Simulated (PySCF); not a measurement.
# C₅H₈ClGeO radical: EPR parameters

What do calculations give for the EPR parameters of C₅H₈ClGeO radical (`C=[CH][GeH2]/[C](=C/Cl)C[O]`)?

Computed with PySCF 2.14.0 and routines of our own; the level stands in each step. Atoms count from 0.

### 1 The starting structure

16 atoms, charge 0, multiplicity 2; geometry from: GFN2-xTB.

### 2 Geometry optimisation at PBE0-D3(BJ)/def2-SVP

Job settings and geometry (Å):

```
{"job": {"xc": "PBE0", "basis": "def2-SVP", "d3": "d3bj", "grid": 1, "maxiter": 30, "shake": 0.01, "kind": "geom"}, "charge": 0, "multiplicity": 2}
C      3.023230     0.046030    -0.491120
C      1.980550     0.651500     0.114780
Ge     0.477010    -0.315060     0.929760
C     -1.094770     0.046520    -0.130800
C     -1.193770     0.755490    -1.253850
Cl    -2.643800     1.019480    -2.143580
C     -2.258390    -0.654290     0.529100
O     -1.888910    -1.334520     1.586430
H      3.065960    -0.997790    -0.549380
H      3.809910     0.623830    -0.935640
H      1.956230     1.734510     0.184490
H      0.237220     0.183910     2.332250
H      0.738880    -1.771920     0.929980
H     -0.345360     1.247370    -1.672450
H     -2.798910    -1.320420    -0.203590
H     -3.084120     0.083000     0.784360
```

Launch:

```
$ OMP_NUM_THREADS=1 python heavy_run.py task.json out
```

This one command runs all jobs of the session in turn.

Standard output:

```text
step   0  E = -2806.31711923  max force = 0.037995
step   1  E = -2806.32782040  max force = 0.006471
step   2  E = -2806.32815605  max force = 0.001340
step   3  E = -2806.32808235  max force = 0.003303
step   4  E = -2806.32824106  max force = 0.000824
step   5  E = -2806.32824407  max force = 0.001013
step   6  E = -2806.32826675  max force = 0.000332
step   7  E = -2806.32827315  max force = 0.000240
optimisation converged
```

Run time: 3.6 min. Hardware: 1 thread of AMD EPYC 7R13, shared host.

Along the way: (the energy doesn't fall at every step)

```
step  energy from step 0 (eV)  largest force component (eV/Å)
   0                   0.0000                          1.9538
   1                  -0.2912                          0.3328
   2                  -0.3003                          0.0689
   3                  -0.2983                          0.1698
   4                  -0.3026                          0.0424
   5                  -0.3027                          0.0521
   6                  -0.3033                          0.0171
   7                  -0.3035                          0.0123
```

Distances of close pairs at the start and the end, largest changes first:

```
   bond  before (Å)  after (Å)  change (Å)
Ge2–H12       1.480      1.538      +0.058
  C0–H8       1.046      1.096      +0.050
  C6–O7       1.310      1.346      +0.036
Ge2–H11       1.508      1.538      +0.031
 Ge2–C3       1.930      1.957      +0.027
 C4–H13       1.066      1.093      +0.026
 C1–Ge2       1.964      1.941      -0.024
  C0–H9       1.073      1.096      +0.024
```

The final coordinates are the input of the step that follows.

```
                         at the end point                value
  point group (found at 0.08 Å tolerance)                   C1
rotational constants (GHz, main isotopes)  1.541, 0.748, 0.520
                        dipole moment (D)                 1.62
                                     ⟨S²⟩                0.754
```

### 3 EPR parameters: PBE0/pcH-1 Ge:dyall-v2z, spin–orbit

Job settings and geometry (Å):

```
{"job": {"kind": "hepr", "xc": "PBE0", "basis": {"default": "pcH-1", "Ge": "dyall-v2z"}, "rel": "so"}, "charge": 0, "multiplicity": 2}
C      2.955694     0.111910    -0.607094
C      1.963716     0.687549     0.078892
Ge     0.556037    -0.316451     0.960152
C     -1.108985    -0.021541    -0.025015
C     -1.100787     0.683173    -1.158719
Cl    -2.535840     0.983074    -2.090375
C     -2.353361    -0.633006     0.554131
O     -2.187619    -1.367846     1.669907
H      3.032746    -0.976617    -0.708693
H      3.741110     0.698787    -1.097216
H      1.941496     1.782764     0.151185
H      0.372662     0.173669     2.406768
H      0.918125    -1.811490     0.939203
H     -0.204909     1.122083    -1.604313
H     -2.879914    -1.261717    -0.206598
H     -3.131498     0.145756     0.751570
```

With the program's defaults for keys left out, this is: PBE0/pcH-1 Ge:dyall-v2z EPR parameters from three collinear SCF solutions, X2C with spin-orbit coupling, screened-nuclear two-electron part, Gaussian nuclei, gas phase.

Standard output:

```text
spin-free SCF
coarse grid: 64592 points
cycle   1  E = -2829.9051983193  dE =  9.845e-01  |g| = 7.728e-01  |ddm| = 2.438e+00
cycle   2  E = -2824.4435350431  dE =  5.462e+00  |g| = 2.555e+00  |ddm| = 4.317e+00
cycle   3  E = -2830.0421048925  dE = -5.599e+00  |g| = 4.716e-01  |ddm| = 4.275e+00
cycle   4  E = -2830.1756376716  dE = -1.335e-01  |g| = 3.206e-01  |ddm| = 7.708e-01
cycle   5  E = -2830.2034100514  dE = -2.777e-02  |g| = 1.808e-01  |ddm| = 2.173e-01
cycle   6  E = -2830.2115606997  dE = -8.151e-03  |g| = 1.370e-01  |ddm| = 1.200e-01
cycle   7  E = -2830.2197822038  dE = -8.222e-03  |g| = 5.571e-02  |ddm| = 1.820e-01
cycle   8  E = -2830.2212244530  dE = -1.442e-03  |g| = 2.181e-02  |ddm| = 1.082e-01
cycle   9  E = -2830.2214388052  dE = -2.144e-04  |g| = 4.477e-03  |ddm| = 1.632e-02
cycle  10  E = -2830.2214483423  dE = -9.537e-06  |g| = 1.514e-03  |ddm| = 7.591e-03
final grid: 135008 points
cycle  11  E = -2830.2215256016  dE =  9.008e-07  |g| = 2.205e-03  |ddm| = 3.082e-03
cycle  12  E = -2830.2215211692  dE =  4.432e-06  |g| = 3.745e-03  |ddm| = 4.426e-03
cycle  13  E = -2830.2215279217  dE = -6.753e-06  |g| = 3.844e-04  |ddm| = 2.951e-03
cycle  14  E = -2830.2215280051  dE = -8.332e-08  |g| = 1.006e-04  |ddm| = 4.137e-04
cycle  15  E = -2830.2215280249  dE = -1.981e-08  |g| = 6.629e-05  |ddm| = 2.234e-04
cycle  16  E = -2830.2215280355  dE = -1.065e-08  |g| = 4.432e-05  |ddm| = 1.627e-04
cycle  17  E = -2830.2215280490  dE = -1.347e-08  |g| = 3.114e-05  |ddm| = 2.681e-04
cycle  18  E = -2830.2215280550  dE = -5.983e-09  |g| = 2.310e-05  |ddm| = 1.645e-04
converged SCF energy = -2830.2215280550
two-component SCF, magnetisation along principal axis 1
cycle   1  E = -2830.1837271583  dE = -2.830e+03  |FDS-SDF| = 1.504e+01
cycle   2  E = -2830.2647455128  dE = -8.102e-02  |FDS-SDF| = 7.176e-02
cycle   3  E = -2830.2648058113  dE = -6.030e-05  |FDS-SDF| = 2.569e-03
cycle   4  E = -2830.2648072103  dE = -1.399e-06  |FDS-SDF| = 1.441e-03
cycle   5  E = -2830.2648075191  dE = -3.088e-07  |FDS-SDF| = 6.176e-04
cycle   6  E = -2830.2648078197  dE = -3.006e-07  |FDS-SDF| = 2.528e-04
cycle   7  E = -2830.2648081592  dE = -3.395e-07  |FDS-SDF| = 1.875e-04
cycle   8  E = -2830.2648083825  dE = -2.234e-07  |FDS-SDF| = 1.522e-04
cycle   9  E = -2830.2648085011  dE = -1.185e-07  |FDS-SDF| = 6.388e-05
cycle  10  E = -2830.2648085204  dE = -1.938e-08  |FDS-SDF| = 3.400e-05
converged, E = -2830.2648085204
two-component SCF, magnetisation along principal axis 2
cycle   1  E = -2830.1837271583  dE = -2.830e+03  |FDS-SDF| = 1.504e+01
cycle   2  E = -2830.2647455425  dE = -8.102e-02  |FDS-SDF| = 7.176e-02
cycle   3  E = -2830.2648058935  dE = -6.035e-05  |FDS-SDF| = 2.571e-03
cycle   4  E = -2830.2648073547  dE = -1.461e-06  |FDS-SDF| = 1.445e-03
cycle   5  E = -2830.2648077002  dE = -3.456e-07  |FDS-SDF| = 6.274e-04
cycle   6  E = -2830.2648080598  dE = -3.596e-07  |FDS-SDF| = 2.760e-04
cycle   7  E = -2830.2648085069  dE = -4.471e-07  |FDS-SDF| = 2.124e-04
cycle   8  E = -2830.2648088478  dE = -3.409e-07  |FDS-SDF| = 1.748e-04
cycle   9  E = -2830.2648090472  dE = -1.994e-07  |FDS-SDF| = 7.470e-05
cycle  10  E = -2830.2648090790  dE = -3.179e-08  |FDS-SDF| = 3.734e-05
cycle  11  E = -2830.2648090827  dE = -3.723e-09  |FDS-SDF| = 2.623e-05
converged, E = -2830.2648090827
two-component SCF, magnetisation along principal axis 3
cycle   1  E = -2830.1837271583  dE = -2.830e+03  |FDS-SDF| = 1.504e+01
cycle   2  E = -2830.2647454940  dE = -8.102e-02  |FDS-SDF| = 7.176e-02
cycle   3  E = -2830.2648057623  dE = -6.027e-05  |FDS-SDF| = 2.568e-03
cycle   4  E = -2830.2648071293  dE = -1.367e-06  |FDS-SDF| = 1.439e-03
cycle   5  E = -2830.2648074197  dE = -2.904e-07  |FDS-SDF| = 6.129e-04
cycle   6  E = -2830.2648076912  dE = -2.715e-07  |FDS-SDF| = 2.407e-04
cycle   7  E = -2830.2648079792  dE = -2.880e-07  |FDS-SDF| = 1.739e-04
cycle   8  E = -2830.2648081506  dE = -1.714e-07  |FDS-SDF| = 1.394e-04
cycle   9  E = -2830.2648082328  dE = -8.213e-08  |FDS-SDF| = 5.375e-05
cycle  10  E = -2830.2648082431  dE = -1.035e-08  |FDS-SDF| = 2.453e-05
converged, E = -2830.2648082431

g tensor 2.00196 2.00878 2.04089   isotropic 2.01721

Hyperfine (MHz)
atom isotope      a_iso        A1        A2        A3
  0    13C       -0.03      -0.14      -0.12       0.17
  1    13C       -0.34      -0.47      -0.46      -0.10
  2   73Ge        0.55       0.42       0.52       0.70
  3    13C       -7.98     -10.30      -8.08      -5.55
  4    13C        1.30      -1.27      -0.09       5.28
  5   35Cl       -0.13      -0.45      -0.07       0.12
  6    13C      -44.54     -51.89     -41.19     -40.55
  7    17O      -51.58    -303.84      70.03      79.07
  8     1H       -0.01      -0.41      -0.38       0.77
  9     1H       -0.03      -0.27      -0.26       0.43
 10     1H       -0.03      -0.53      -0.47       0.90
 11     1H        2.66       0.33       0.46       7.18
 12     1H        2.07       0.06       0.15       6.00
 13     1H       -2.09      -3.67      -2.92       0.32
 14     1H      219.37     210.76     215.53     231.81
 15     1H      211.90     203.41     207.97     224.33

Field gradients (au) and densities at the nuclei (bohr^-3)
atom        Vxx        Vyy        Vzz        centre      nuclear mean
  0 C     -0.1071    -0.2298     0.3369        126.206        126.204
  1 C     -0.0800    -0.2162     0.2962        126.195        126.193
  2 Ge    -0.0402    -0.3738     0.4140      29255.209      29225.834
  3 C     -0.0707    -0.1842     0.2549        126.222        126.220
  4 C      0.0528     0.3215    -0.3743        126.222        126.220
  5 Cl    -1.5361    -2.0724     3.6085       2828.616       2839.811
  6 C     -0.0855    -0.0881     0.1736        126.036        126.034
  7 O      0.5929     1.8535    -2.4464        312.866        312.856
  8 H     -0.1380    -0.1539     0.2919          0.472          0.472
  9 H     -0.1402    -0.1533     0.2935          0.471          0.471
 10 H     -0.1403    -0.1521     0.2924          0.469          0.469
 11 H     -0.0671    -0.0687     0.1358          0.408          0.408
 12 H     -0.0673    -0.0683     0.1356          0.408          0.408
 13 H     -0.1287    -0.1609     0.2896          0.468          0.468
 14 H     -0.1186    -0.1354     0.2539          0.453          0.453
 15 H     -0.1190    -0.1354     0.2544          0.453          0.453
without picture change
  2 Ge                           0.4277                     45023.750
```

It took 7.2 min on 1 thread of AMD EPYC 7R13, shared host.

Key values:

```
quantity   value
  g(iso)  2.0172
```

Mulliken spin populations:

C0 0.00; C1 0.00; Ge2 0.00; C3 -0.01; C4 0.03; Cl5 0.00; C6 -0.08; O7 0.87; H8 0.00; H9 0.00; H10 0.00; H11 0.00; H12 0.00; H13 0.00; H14 0.10; H15 0.10

### 4 EPR parameters: PBE0/pcH-1 Ge:dyall-v2z, spin-free

Settings changed since step 3:

```diff
@@ -1,2 +1,2 @@
-{"job": {"kind": "hepr", "xc": "PBE0", "basis": {"default": "pcH-1", "Ge": "dyall-v2z"}, "rel": "so"}, "charge": 0, "multiplicity": 2}
+{"job": {"kind": "hepr", "xc": "PBE0", "basis": {"default": "pcH-1", "Ge": "dyall-v2z"}, "rel": "sf"}, "charge": 0, "multiplicity": 2}
 C      2.955694     0.111910    -0.607094
```

Level: PBE0/pcH-1 Ge:dyall-v2z EPR parameters from three collinear SCF solutions, X2C without spin-orbit coupling, Gaussian nuclei, gas phase.

Standard output:

```text
spin-free SCF
coarse grid: 64592 points
cycle   1  E = -2829.9051983193  dE =  9.845e-01  |g| = 7.728e-01  |ddm| = 2.438e+00
cycle   2  E = -2824.4435350431  dE =  5.462e+00  |g| = 2.555e+00  |ddm| = 4.317e+00
cycle   3  E = -2830.0421048925  dE = -5.599e+00  |g| = 4.716e-01  |ddm| = 4.275e+00
cycle   4  E = -2830.1756376716  dE = -1.335e-01  |g| = 3.206e-01  |ddm| = 7.708e-01
cycle   5  E = -2830.2034100514  dE = -2.777e-02  |g| = 1.808e-01  |ddm| = 2.173e-01
cycle   6  E = -2830.2115606997  dE = -8.151e-03  |g| = 1.370e-01  |ddm| = 1.200e-01
cycle   7  E = -2830.2197822038  dE = -8.222e-03  |g| = 5.571e-02  |ddm| = 1.820e-01
cycle   8  E = -2830.2212244530  dE = -1.442e-03  |g| = 2.181e-02  |ddm| = 1.082e-01
cycle   9  E = -2830.2214388052  dE = -2.144e-04  |g| = 4.477e-03  |ddm| = 1.632e-02
cycle  10  E = -2830.2214483423  dE = -9.537e-06  |g| = 1.514e-03  |ddm| = 7.591e-03
final grid: 135008 points
cycle  11  E = -2830.2215256016  dE =  9.008e-07  |g| = 2.205e-03  |ddm| = 3.082e-03
cycle  12  E = -2830.2215211692  dE =  4.432e-06  |g| = 3.745e-03  |ddm| = 4.426e-03
cycle  13  E = -2830.2215279217  dE = -6.753e-06  |g| = 3.844e-04  |ddm| = 2.951e-03
cycle  14  E = -2830.2215280051  dE = -8.332e-08  |g| = 1.006e-04  |ddm| = 4.137e-04
cycle  15  E = -2830.2215280249  dE = -1.981e-08  |g| = 6.629e-05  |ddm| = 2.234e-04
cycle  16  E = -2830.2215280355  dE = -1.065e-08  |g| = 4.432e-05  |ddm| = 1.627e-04
cycle  17  E = -2830.2215280490  dE = -1.347e-08  |g| = 3.114e-05  |ddm| = 2.681e-04
cycle  18  E = -2830.2215280550  dE = -5.983e-09  |g| = 2.310e-05  |ddm| = 1.645e-04
converged SCF energy = -2830.2215280550
two-component SCF, magnetisation along principal axis 1
cycle   1  E = -2830.2215280553  dE = -2.830e+03  |FDS-SDF| = 3.267e-05
cycle   2  E = -2830.2215280572  dE = -1.914e-09  |FDS-SDF| = 2.984e-05
converged, E = -2830.2215280572
two-component SCF, magnetisation along principal axis 2
cycle   1  E = -2830.2215280553  dE = -2.830e+03  |FDS-SDF| = 3.267e-05
cycle   2  E = -2830.2215280572  dE = -1.899e-09  |FDS-SDF| = 2.984e-05
converged, E = -2830.2215280572
two-component SCF, magnetisation along principal axis 3
cycle   1  E = -2830.2215280553  dE = -2.830e+03  |FDS-SDF| = 3.267e-05
cycle   2  E = -2830.2215280572  dE = -1.918e-09  |FDS-SDF| = 2.984e-05
converged, E = -2830.2215280572

g tensor 2.00217 2.00225 2.00228   isotropic 2.00224

Hyperfine (MHz)
atom isotope      a_iso        A1        A2        A3
  0    13C       -0.03      -0.14      -0.12       0.16
  1    13C       -0.34      -0.47      -0.45      -0.10
  2   73Ge        0.55       0.42       0.52       0.70
  3    13C       -8.03     -10.30      -8.15      -5.64
  4    13C        1.31      -1.19      -0.15       5.28
  5   35Cl       -0.12      -0.45      -0.05       0.15
  6    13C      -44.82     -52.25     -41.18     -41.04
  7    17O      -47.22    -306.54      82.30      82.59
  8     1H       -0.00      -0.41      -0.37       0.77
  9     1H       -0.03      -0.27      -0.26       0.43
 10     1H       -0.03      -0.53      -0.46       0.89
 11     1H        2.67       0.37       0.46       7.17
 12     1H        2.06       0.08       0.13       5.98
 13     1H       -2.10      -3.66      -2.92       0.27
 14     1H      219.45     210.97     215.66     231.73
 15     1H      211.71     203.35     207.82     223.96

Field gradients (au) and densities at the nuclei (bohr^-3)
atom        Vxx        Vyy        Vzz        centre      nuclear mean
  0 C     -0.1071    -0.2298     0.3369        126.206        126.204
  1 C     -0.0800    -0.2162     0.2962        126.195        126.193
  2 Ge    -0.0402    -0.3737     0.4139      29253.572      29224.196
  3 C     -0.0707    -0.1842     0.2550        126.222        126.220
  4 C      0.0528     0.3215    -0.3743        126.222        126.220
  5 Cl    -1.5363    -2.0726     3.6089       2828.630       2839.824
  6 C     -0.0855    -0.0881     0.1736        126.036        126.034
  7 O      0.5928     1.8538    -2.4467        312.866        312.856
  8 H     -0.1380    -0.1539     0.2919          0.472          0.472
  9 H     -0.1402    -0.1533     0.2935          0.471          0.471
 10 H     -0.1403    -0.1521     0.2924          0.469          0.469
 11 H     -0.0671    -0.0687     0.1359          0.408          0.408
 12 H     -0.0673    -0.0683     0.1356          0.408          0.408
 13 H     -0.1287    -0.1609     0.2896          0.468          0.468
 14 H     -0.1186    -0.1354     0.2540          0.453          0.453
 15 H     -0.1190    -0.1354     0.2544          0.454          0.454
without picture change
  2 Ge                           0.4277                     45024.020
```

It took 2.7 min on 1 thread of AMD EPYC 7R13, shared host.

From this job:

```
quantity   value
  g(iso)  2.0022
```

### 5 EPR parameters: PBE0/pcH-1 Ge:dyall-v2z, non-relativistic

Settings changed since step 4:

```diff
@@ -1,2 +1,2 @@
-{"job": {"kind": "hepr", "xc": "PBE0", "basis": {"default": "pcH-1", "Ge": "dyall-v2z"}, "rel": "sf"}, "charge": 0, "multiplicity": 2}
+{"job": {"kind": "hepr", "xc": "PBE0", "basis": {"default": "pcH-1", "Ge": "dyall-v2z"}, "rel": "nr"}, "charge": 0, "multiplicity": 2}
 C      2.955694     0.111910    -0.607094
```

Level: PBE0/pcH-1 Ge:dyall-v2z EPR parameters from three collinear SCF solutions, non-relativistic, Gaussian nuclei, gas phase.

Standard output:

```text
non-relativistic SCF
coarse grid: 64592 points
cycle   1  E = -2806.5814482585  dE = -1.191e+01  |g| = 1.475e+00  |ddm| = 2.457e+00
cycle   2  E = -2801.0718182831  dE =  5.510e+00  |g| = 2.707e+00  |ddm| = 4.319e+00
cycle   3  E = -2806.0140878142  dE = -4.942e+00  |g| = 1.336e+00  |ddm| = 4.460e+00
cycle   4  E = -2806.7134268984  dE = -6.993e-01  |g| = 5.095e-01  |ddm| = 8.866e-01
cycle   5  E = -2806.8883821913  dE = -1.750e-01  |g| = 2.959e-01  |ddm| = 8.912e-01
cycle   6  E = -2806.9062067098  dE = -1.782e-02  |g| = 2.154e-01  |ddm| = 3.110e-01
cycle   7  E = -2806.9187999106  dE = -1.259e-02  |g| = 1.521e-01  |ddm| = 1.486e-01
cycle   8  E = -2806.9271861378  dE = -8.386e-03  |g| = 8.744e-02  |ddm| = 1.469e-01
cycle   9  E = -2806.9308823536  dE = -3.696e-03  |g| = 2.246e-02  |ddm| = 1.864e-01
cycle  10  E = -2806.9311097568  dE = -2.274e-04  |g| = 5.290e-03  |ddm| = 2.248e-02
cycle  11  E = -2806.9311298014  dE = -2.004e-05  |g| = 2.622e-03  |ddm| = 8.995e-03
cycle  12  E = -2806.9311342264  dE = -4.425e-06  |g| = 9.542e-04  |ddm| = 3.782e-03
final grid: 135008 points
cycle  13  E = -2806.9310995313  dE = -5.761e-07  |g| = 1.361e-03  |ddm| = 3.022e-03
cycle  14  E = -2806.9310978617  dE =  1.670e-06  |g| = 2.461e-03  |ddm| = 3.372e-03
cycle  15  E = -2806.9311010221  dE = -3.160e-06  |g| = 2.664e-04  |ddm| = 2.083e-03
cycle  16  E = -2806.9311011847  dE = -1.626e-07  |g| = 2.076e-04  |ddm| = 5.924e-04
cycle  17  E = -2806.9311014041  dE = -2.194e-07  |g| = 8.437e-05  |ddm| = 1.376e-03
cycle  18  E = -2806.9311014162  dE = -1.213e-08  |g| = 4.154e-05  |ddm| = 2.168e-04
cycle  19  E = -2806.9311014225  dE = -6.252e-09  |g| = 3.270e-05  |ddm| = 1.746e-04
converged SCF energy = -2806.9311014225
two-component SCF, magnetisation along principal axis 1
cycle   1  E = -2806.9311014225  dE = -2.807e+03  |FDS-SDF| = 4.625e-05
cycle   2  E = -2806.9311014239  dE = -1.371e-09  |FDS-SDF| = 5.621e-05
converged, E = -2806.9311014239
two-component SCF, magnetisation along principal axis 2
cycle   1  E = -2806.9311014225  dE = -2.807e+03  |FDS-SDF| = 4.625e-05
cycle   2  E = -2806.9311014239  dE = -1.362e-09  |FDS-SDF| = 5.621e-05
converged, E = -2806.9311014239
two-component SCF, magnetisation along principal axis 3
cycle   1  E = -2806.9311014225  dE = -2.807e+03  |FDS-SDF| = 4.625e-05
cycle   2  E = -2806.9311014239  dE = -1.360e-09  |FDS-SDF| = 5.621e-05
converged, E = -2806.9311014239

Hyperfine (MHz)
atom isotope      a_iso        A1        A2        A3
  0    13C       -0.03      -0.14      -0.12       0.16
  1    13C       -0.33      -0.46      -0.44      -0.09
  2   73Ge        0.49       0.36       0.47       0.64
  3    13C       -7.98     -10.24      -8.11      -5.60
  4    13C        1.27      -1.22      -0.18       5.23
  5   35Cl       -0.13      -0.46      -0.07       0.13
  6    13C      -44.67     -52.12     -41.03     -40.86
  7    17O      -47.26    -306.38      82.18      82.44
  8     1H       -0.00      -0.41      -0.37       0.77
  9     1H       -0.03      -0.26      -0.25       0.44
 10     1H       -0.03      -0.53      -0.46       0.89
 11     1H        2.67       0.38       0.47       7.18
 12     1H        2.07       0.09       0.14       5.98
 13     1H       -2.09      -3.64      -2.90       0.28
 14     1H      219.73     211.23     215.94     232.02
 15     1H      212.01     203.63     208.12     224.28

Field gradients (au) and densities at the nuclei (bohr^-3)
atom        Vxx        Vyy        Vzz        centre      nuclear mean
  0 C     -0.1080    -0.2314     0.3394        125.406        125.403
  1 C     -0.0850    -0.2152     0.3002        125.392        125.390
  2 Ge    -0.0375    -0.3630     0.4005      22239.579      22225.732
  3 C     -0.0745    -0.1845     0.2590        125.420        125.417
  4 C      0.0545     0.3211    -0.3757        125.421        125.419
  5 Cl    -1.5226    -2.0605     3.5830       3209.572       3207.383
  6 C     -0.0857    -0.0883     0.1740        125.236        125.233
  7 O      0.5891     1.8531    -2.4422        309.303        309.290
  8 H     -0.1380    -0.1540     0.2919          0.472          0.472
  9 H     -0.1403    -0.1533     0.2936          0.471          0.471
 10 H     -0.1405    -0.1521     0.2926          0.469          0.469
 11 H     -0.0689    -0.0705     0.1394          0.411          0.411
 12 H     -0.0691    -0.0701     0.1392          0.411          0.411
 13 H     -0.1287    -0.1609     0.2897          0.468          0.468
 14 H     -0.1187    -0.1355     0.2541          0.453          0.453
 15 H     -0.1191    -0.1355     0.2545          0.453          0.453
```

Wall time 2.2 min (1 thread of AMD EPYC 7R13, shared host).

### 6 What came out

| quantity | value |
| --- | --- |
| point group | C1 |
| rotational constants (main isotopes) | 1.54, 0.75, 0.52 GHz |
| g(iso) (step 3, PBE0/pcH-1 Ge:dyall-v2z, spin–orbit) | 2.0172 |
| a(iso) (step 3, PBE0/pcH-1 Ge:dyall-v2z, spin–orbit) | 1H H14 219.4, 1H H15 211.9, 17O O7 -51.6 MHz |
| g(iso) (step 4, PBE0/pcH-1 Ge:dyall-v2z, spin-free) | 2.0022 |
| a(iso) (step 4, PBE0/pcH-1 Ge:dyall-v2z, spin-free) | 1H H14 219.4, 1H H15 211.7, 17O O7 -47.2 MHz |
| a(iso) (step 5, PBE0/pcH-1 Ge:dyall-v2z, non-relativistic) | 1H H14 219.7, 1H H15 212.0, 17O O7 -47.3 MHz |

What this shows: Relaxing lowered the energy by 0.304 eV in 7 steps; the close pair that moved most is Ge2–H12, from 1.480 to 1.538 Å. Without spin-orbit coupling g stays near the free electron's, so those rows hold no g shift.
